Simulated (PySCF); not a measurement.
# InH: from the state search to spectroscopic constants

One job finds the state of InH, follows it along the bond with each method and fits the curves.

Computed with PySCF 2.14.0. Level: In def2-TZVP with ECP28, H def2-TZVP, scalar-relativistic core potentials.

### 1 The job

A driver script around PySCF takes these settings:

- atoms: In, H
- charge: 0
- basis: In def2-TZVP with ECP28, H def2-TZVP
- Hamiltonian: scalar-relativistic core potentials
- basis functions: 56
- electrons treated: 22
- masses in u: 114.9039, 1.0078
- levels: PBE0, PBE, r²SCAN, BLYP, M06-2X, B3LYP, LC-ωPBE, HF, MP2, SCS-MP2, CCSD, CCSD(T)
- grid: 80 radial by 434 angular points
- occupations: held fixed by the projection of orbital angular momentum
- dissociation limit: In + H, each in its ground configuration
- starting distance in angstrom: 1.710
- values of 2S to try: 0, 2

On the command line:

```sh
> OMP_NUM_THREADS=1 python dia.py task.json out
```

After this run come: First curve: PBE0; Other states along the same grid; PBE (GGA); r²SCAN; BLYP (GGA); M06-2X; B3LYP (global hybrid GGA); LC-ωPBE; RHF; Correlated methods on the Hartree–Fock reference.

Q: Predict the outcome of this session. Wanted: for each run, Re; ωe; De; μ.

As calculated:

Lowest PBE0 solution found, without spin–orbit coupling: ¹Σ⁺ (singlet), closed shell. State 2 has its PBE0 minimum 1.99 eV higher. The other levels ran on the lowest alone.

```tsv
level	Re (Å)	ωe (cm⁻¹)	De (eV)	μ (D)
RHF	1.843	1529	1.83	-0.53
RHF-MP2	1.823	1557	2.43	n/a
RHF-SCS-MP2	1.830	1542	2.53	n/a
RHF-CCSD	1.833	1523	2.59	n/a
RHF-CCSD(T)	1.835	1512	2.61	n/a
PBE	1.872	1395	2.66	-0.96
BLYP	1.884	1368	2.73	-1.12
r²SCAN	1.847	1461	2.68	-0.79
B3LYP	1.862	1431	2.75	-0.98
PBE0	1.850	1463	2.62	-0.79
M06-2X	1.862	1440	2.52	-0.82
LC-ωPBE	1.820	1550	2.63	-0.53
```

De is counted to In + H in their ground configurations. A positive dipole means In(−)H(+).

Differences from CCSD(T) in the same basis:

```tsv
level	Re (mÅ)	ωe (%)
RHF	+8	+1.1
RHF-MP2	-12	+3.0
RHF-SCS-MP2	-5	+2.0
RHF-CCSD	-2	+0.7
PBE	+37	-7.7
BLYP	+48	-9.5
r²SCAN	+12	-3.4
B3LYP	+27	-5.4
PBE0	+15	-3.3
M06-2X	+27	-4.7
LC-ωPBE	-15	+2.5
```

Judged by CCSD(T) in the same basis: best bond length RHF-CCSD (-2 mÅ), worst BLYP (+48 mÅ); best wavenumber RHF-CCSD (+0.7 %), worst BLYP (-9.5 %). Of the levels with a De here, RHF gives the least (1.83 eV) and B3LYP the most (2.75 eV).

Correlated steps freeze 4 core orbitals. These are scalar-relativistic numbers at best; spin–orbit coupling would shift them, the dissociation energy most.
